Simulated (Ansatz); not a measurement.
**H2MoO3S: one species, many methods**

An exercise on one series of results from a longer session: the logs are not shown, and one member is left open.

Program: Ansatz 0.2.0, Gaussian basis. Level of theory: functionals in def2-TZVPP, the program's frozen cores in correlated methods. These are calculated values, not measurements.

Plan: LDA (SPW92), PBE-D4, revPBE-D4, BLYP-D4, r2SCAN-D4, B97M-V, PBE0-D4, B3LYP-D4, r2SCANh-D4, r2SCAN0-D4, HSE06-D4, BHLYP-D4, CAM-B3LYP-D4, LC-ωPBE, ωB97X-V, ωB97M-V, B2PLYP, PBE-QIDH; CCSD(T)/def2-SVP; CCSD(T)/def2-TZVPP; MP2/def2-QZVPP; extrapolation to the limit; RPA on PBE.

## The geometry

All runs share one geometry, relaxed beforehand with PBE0-D4 in a triple-zeta def2 set. Mo takes the def2 core potential; no spin-orbit term is included.

7 atoms, charge 0, spin multiplicity 1.

Atoms are counted from 1 here; the program's logs count them from 0.

Bond lengths: O1–Mo2 1.669 Å, Mo2–O3 1.866 Å, Mo2–O4 1.866 Å, Mo2–S5 2.112 Å, O3–H6 0.961 Å, O4–H7 0.961 Å. Angles: O1–Mo2–O3 109.7°, O1–Mo2–O4 109.7°, O1–Mo2–S5 109.2°, O3–Mo2–O4 110.2°, O3–Mo2–S5 109.0°, O4–Mo2–S5 109.0°, Mo2–O3–H6 122.1°, Mo2–O4–H7 122.1°.

Geometry (Å):

```xyz
7

O    -1.36720   -1.10214    0.12471
Mo   -0.28257    0.16625    0.11267
O     1.13762   -0.20836    1.26345
O     0.34823    0.43923   -1.62201
S    -1.25576    1.92057    0.77264
H     1.28157   -1.08569    1.62923
H     0.19931   -0.19786   -2.32640
```

Set-up of the first run:

in.yaml reads:

```yaml
crystal:
  periodic: [false, false, false]
  atoms:
    - {symbol: O, position_ang: [-1.367204, -1.102141, 0.124714]}
    - {symbol: Mo, position_ang: [-0.282566, 0.166253, 0.112672]}
    - {symbol: O, position_ang: [1.137619, -0.208364, 1.263446]}
    - {symbol: O, position_ang: [0.348232, 0.439227, -1.622009]}
    - {symbol: S, position_ang: [-1.255759, 1.920573, 0.772644]}
    - {symbol: H, position_ang: [1.281572, -1.085691, 1.629234]}
    - {symbol: H, position_ang: [0.199308, -0.197858, -2.326401]}
basis:
  gaussian: {orbitals: def2-TZVPP}
hamiltonian: {xc: lda}
output: {orbitals: {seedname: orbitals}}
```

On the command line:

```console
ansatz run in.yaml --threads 4 --pin off --events-out ev --progress --plain --max-ram 10444MiB
```

Steps of the session up to this table: LDA; PBE-D4 (GGA); revPBE-D4 (GGA); BLYP-D4 (GGA); r2SCAN-D4 (meta-GGA); B97M-V (meta-GGA); B3LYP-D4 (hybrid); r2SCANh-D4 (hybrid); r2SCAN0-D4 (hybrid); HSE06-D4 (hybrid); BHLYP-D4 (hybrid); CAM-B3LYP-D4 (range-separated); LC-ωPBE (range-separated); ωB97X-V (range-separated); ωB97M-V (range-separated); B2PLYP (double hybrid); PBE-QIDH (double hybrid).

One table of the session follows, with a row left open; its other results are not shown here.

It belongs to the step «Orbital energies across the functionals». 

```
  functional  HOMO (eV)  LUMO (eV)  gap (eV)
 LDA (SPW92)      -6.54      -3.52      3.03
      PBE-D4      -6.37      -3.33      3.04
   revPBE-D4      -6.30      -3.26      3.04
     BLYP-D4      -6.21      -3.21      3.00
   r2SCAN-D4      -6.67      -3.33      3.34
      B97M-V      -6.70      -3.26      3.44
     PBE0-D4      -7.61      -2.66      4.96
    B3LYP-D4      -7.38      -2.85      4.53
  r2SCANh-D4      -7.13      -3.06      4.06
  r2SCAN0-D4      -7.82      -2.66      5.16
    HSE06-D4          ?          ?         ?
    BHLYP-D4      -8.72      -1.84      6.88
CAM-B3LYP-D4      -8.89      -1.62      7.27
     LC-ωPBE     -10.19      -0.57      9.61
     ωB97X-V      -9.85      -0.60      9.26
     ωB97M-V      -9.72      -0.59      9.12
```

Estimate the missing values for HSE06-D4.

The run gave: HOMO (eV): -7.22; LUMO (eV): -3.03; gap (eV): 4.18. In the column «HOMO (eV)» it lies between B3LYP-D4 (-7.38) and r2SCANh-D4 (-7.13).
